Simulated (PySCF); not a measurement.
# AsSe: from the state search to spectroscopic constants

Aim: find the lowest electronic state of AsSe, scan its bond at several levels of theory, and get bond length, wavenumber and dissociation energy from each curve.

Computed with PySCF 2.14.0. Level: As cc-pVDZ-PP with ECP10, Se cc-pVDZ-PP with ECP10, scalar-relativistic core potentials.

## (1) Set-up

Settings of the job:

* atoms: As, Se
* charge: 0
* basis: As cc-pVDZ-PP with ECP10, Se cc-pVDZ-PP with ECP10
* Hamiltonian: scalar-relativistic core potentials
* basis functions: 46
* electrons treated: 47
* masses in u: 74.9216, 79.9165
* levels: PBE0, PBE, r²SCAN, r²SCAN0, BHandHLYP, PW91, LC-ωPBE, HF, MP2, SCS-MP2, CCSD, CCSD(T)
* grid: 80 radial by 434 angular points
* occupations: held fixed by the projection of orbital angular momentum
* dissociation limit: As + Se, each in its ground configuration
* starting distance in angstrom: 2.290
* values of 2S to try: 1, 3, 5

The run is started by

```console
> OMP_NUM_THREADS=1 python dia.py task.json out
```

After this run come: PBE0 along the bond; Other states along the same grid; PBE; r²SCAN; r²SCAN0 (hybrid meta-GGA); BHandHLYP; PW91 (GGA); LC-ωPBE (range-separated hybrid); UHF (mean field); Adding correlation.

**Question.** What will these runs give? Wanted: for each run, Re; ωe; De; μ.

**Answer**, as computed:

Lowest PBE0 solution found, without spin–orbit coupling: ²Π (doublet), unpaired electrons π ↑. State 2 has its PBE0 minimum 1.43 eV higher. The other levels ran on the lowest alone.

```csv
level,Re (Å),ωe (cm⁻¹),De (eV),μ (D)
UHF-CCSD,2.168,402,2.41,n/a
PBE,2.182,389,3.78,-0.81
PW91,2.181,389,3.82,-0.81
r²SCAN,2.157,409,3.45,-0.87
PBE0,2.150,418,3.31,-0.96
```

De is counted to As + Se in their ground configurations. A positive dipole means As(−)Se(+). No constants: UHF (the points don't follow one smooth fit); UHF-MP2 (the points don't follow one smooth fit); UHF-SCS-MP2 (the points don't follow one smooth fit); UHF-CCSD(T) (the points don't follow one smooth fit); r²SCAN0 (the points don't follow one smooth fit); BHandHLYP (the points don't follow one smooth fit); LC-ωPBE (the points don't follow one smooth fit).

In words: The methods spread over 0.032 Å in bond length, from PBE0 to PBE. Among the levels with a De in the table, it runs from 2.41 eV (UHF-CCSD) to 3.82 eV (PW91).

Correlated steps freeze 8 core orbitals.
